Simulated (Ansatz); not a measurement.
# BClGaH₅O₂Si: vertical ionisation energy

An exercise on one series of results from a longer session: the logs are not shown, and one member is left open.

The runs use Ansatz 0.2.0, Gaussian basis; unrestricted cation, the program's frozen cores in correlated methods.

Plan: UKS PBE-D4/def2-TZVPP; UKS r2SCAN-D4/def2-TZVPP; UKS PBE0-D4/def2-TZVPP; UKS B3LYP-D4/def2-TZVPP; UKS wB97X-V/def2-TZVPP; UKS wB97M-V/def2-TZVPP; UKS B2PLYP/def2-TZVPP; UHF-CCSD(T)/def2-TZVPP; UHF-MP2/def2-QZVPP; extrapolation to the limit; then −ε(HOMO) from the neutral's earlier runs with LDA (SPW92), PBE-D4, revPBE-D4, BLYP-D4, r2SCAN-D4, B97M-V, PBE0-D4, B3LYP-D4, r2SCANh-D4, r2SCAN0-D4, HSE06-D4, BHLYP-D4, CAM-B3LYP-D4, LC-ωPBE, ωB97X-V, ωB97M-V.

## The geometry

An earlier PBE0-D4 in a triple-zeta def2 set relaxation fixed the geometry.

SMILES `B[O][Ga]([Cl])[O][SiH3]`, 11 atoms, charge 0, spin multiplicity 1.

Atoms are counted from 1 here; the program's logs count them from 0.

Bond lengths: B1–O2 1.347 Å, B1–H7 1.200 Å, B1–H8 1.207 Å, O2–Ga3 1.787 Å, Ga3–Cl4 2.104 Å, Ga3–O5 1.752 Å, O5–Si6 1.640 Å, Si6–H9 1.487 Å, Si6–H10 1.484 Å, Si6–H11 1.486 Å. Angles: O2–B1–H7 117.9°, O2–B1–H8 121.1°, H7–B1–H8 121.0°, B1–O2–Ga3 125.2°, O2–Ga3–Cl4 117.6°, O2–Ga3–O5 122.5°, Cl4–Ga3–O5 119.9°, Ga3–O5–Si6 142.7°, O5–Si6–H9 110.8°, O5–Si6–H10 107.7°, O5–Si6–H11 110.7°, H9–Si6–H10 109.3°, H9–Si6–H11 109.0°, H10–Si6–H11 109.4°.

Set-up of the first run:

The input, in.yaml:

```yaml
crystal:
  periodic: [false, false, false]
  atoms:
    - {symbol: B, position_ang: [-0.321308, -1.921374, 0.943431]}
    - {symbol: O, position_ang: [0.422398, -2.036411, -0.173587]}
    - {symbol: Ga, position_ang: [0.802626, -0.702960, -1.301464]}
    - {symbol: Cl, position_ang: [1.799865, -1.191709, -3.088845]}
    - {symbol: O, position_ang: [0.390027, 0.964694, -0.959380]}
    - {symbol: Si, position_ang: [-0.295449, 1.932775, 0.172805]}
    - {symbol: H, position_ang: [-0.481521, -2.902662, 1.615521]}
    - {symbol: H, position_ang: [-0.813498, -0.864953, 1.258782]}
    - {symbol: H, position_ang: [0.352391, 1.737412, 1.497202]}
    - {symbol: H, position_ang: [-0.106974, 3.339424, -0.262414]}
    - {symbol: H, position_ang: [-1.748558, 1.645774, 0.297938]}
basis:
  gaussian: {orbitals: def2-TZVPP}
total_charge: 1
magnetization: {spin_polarized: true, initial_magnetization: 1}
hamiltonian: {xc: pbe, dispersion: d4}
```

Command:

```console
$ ansatz run in.yaml --threads 2 --pin off --events-out ev --progress --plain --max-ram 32768MiB --backend cuda --devices 0, --max-vram 18GiB
```

Steps of the session up to this table: Cation, UKS PBE-D4/def2-TZVPP; Cation, UKS r2SCAN-D4/def2-TZVPP; Cation, UKS PBE0-D4/def2-TZVPP; Cation, UKS B3LYP-D4/def2-TZVPP; Cation, UKS wB97X-V/def2-TZVPP; Cation, UKS wB97M-V/def2-TZVPP; Cation, UKS B2PLYP (frozen core)/def2-TZVPP; Cation, UHF-CCSD(T)/def2-TZVPP; Cation, UHF-MP2/def2-QZVPP.

One table of the session follows, with a row left open; its other results are not shown here.

For comparison, −ε(HOMO) of the neutral from earlier runs:

| functional | −ε(HOMO) (eV) |
| --- | --- |
| LDA (SPW92) | 7.02 |
| PBE-D4 | 6.93 |
| revPBE-D4 | 6.88 |
| BLYP-D4 | ? |
| r2SCAN-D4 | 7.25 |
| B97M-V | 7.36 |
| PBE0-D4 | 8.36 |
| B3LYP-D4 | 8.17 |
| r2SCANh-D4 | 7.78 |
| r2SCAN0-D4 | 8.58 |
| HSE06-D4 | 7.95 |
| BHLYP-D4 | 9.77 |
| CAM-B3LYP-D4 | 9.81 |
| LC-ωPBE | 11.15 |
| ωB97X-V | 10.81 |
| ωB97M-V | 10.68 |

**Question.** Estimate the row for BLYP-D4.

Worked estimate for «−ε(HOMO) (eV)». Against the share of exact exchange, B3LYP-D4 (0.2, 8.17), BHLYP-D4 (0.5, 9.77) give a slope of 5.33 per unit share; at 0 the line stands at 7.10.

**Answer.** −ε(HOMO) (eV): 6.87. In «−ε(HOMO) (eV)» the line misses by +0.23.
